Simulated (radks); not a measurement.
# Spin polarisation of the 3d shell in V

One table from this session's results is given with a row withheld; the runs are named, their logs left out.

The numbers are computed with radks (a radial shooting solver on a logarithmic mesh, Libxc functionals) version 1 (non-relativistic Kohn-Sham, PBE, spin-polarised, spherical densities, point nucleus), except any that are marked as measured or tabulated.

### The system

```
element       : vanadium (Z = 23)
charge        : 0
electrons     : 23
configuration : [Ar] 3d(up 1.5, down 1.5) 4s2
```

A shell typed twice in an input gives spin up, then spin down.

The first run:

The run's settings:

```text
Z 23
configuration [Ar] 3d1.5 3d1.5 4s2
relativity non-relativistic
functional pbe,pbe
spin polarised
nucleus point
```

Among the steps run: No moment.

One table of the session follows, with a row left open; its other results are not shown here.

It belongs to the step «No moment». Sizes of the orbitals, from the radial functions (bohr):

```
level      <r>  outermost maximum (interpolated)  90 % within  nodes
   1s  0.06705                            0.0441        0.119      0
   2s   0.3110                             0.258        0.482      1
   2p   0.2751                             0.209        0.452      0
   3s        ?                                 ?            ?      ?
   3p    1.019                             0.847         1.57      1
   3d    1.436                             0.889         2.55      0
   4s    3.378                              2.79         5.12      3
```

Q: Estimate the row for 3s from the others.

The run gave: <r>: 0.9560; outermost maximum (interpolated): 0.826; 90 % within: 1.43; nodes: 2. In the column «<r>» it lies between 2s (0.3110) and 3p (1.019).
